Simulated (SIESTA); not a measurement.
MgMnCoO4:

```
Co Mn Mg O
1.0
     5.20261    0.00000    0.00000
     0.00000    2.95809    0.00000
    -1.69972    0.00000    4.94187
Co Mn Mg O
1 1 1 4
Direct
  0.50000 0.00000 0.50000
  0.00000 0.50000 0.50000
  0.00000 0.00000 0.00000
  0.78870 0.00000 0.28970
  0.22104 0.50000 0.26697
  0.77896 0.50000 0.73303
  0.21130 0.00000 0.71030
```

The cell comes from a database or a generator and needn't be the stable form of this composition.

Base run:

```yaml
Program: SIESTA 5.4.2
Functional: PBE
Potentials_or_basis: PseudoDojo 0.4 standard (PBE files)
Basis: DZP (energy shift 0.003 Ry; two zetas on semicore shells)
Grid_cutoff: 800 Ry
Energy_shift: 0.003 Ry
k_mesh: 6 × 9 × 6
Occupations: fermi-dirac, width 0.05 eV
Spin: collinear spin, ferromagnetic start
Starting_moments: "[2.0, 4.0, 0.0, 0.0, 0.0, 0.0, 0.0] μB"
```

Its results: band gap on the k mesh none (metal or under the smearing width); pressure -2.5 GPa; net moment 6.00 μB per cell; site moments Co +2.67; Mn +2.91; Mg -0.00; O +0.06, +0.15 μB; largest force 0.215 eV/Å.

**Question.** The run is repeated on the same cell with these changes: functional from PBE to LDA; potentials or basis from PseudoDojo 0.4 standard (PBE files) to PseudoDojo 0.4 standard (LDA files). What comes out?

**Answer.** Band gap on the k mesh none (metal or under the smearing width); pressure -15.0 GPa; net moment 6.00 μB per cell; site moments Co +2.66; Mn +2.80; Mg +0.00; O +0.09, +0.18 μB; largest force 0.762 eV/Å.

Caveats: short orbitals over semicore shells can move pressures by several GPa; the basis of atomic orbitals isn't converged, which shifts pressures, moduli and gaps; semilocal functionals often make such compounds metallic where correlation or magnetic order opens a gap, which also shifts bond lengths; only a ferromagnetic start was run, and an antiferromagnetic order may lie lower in energy.
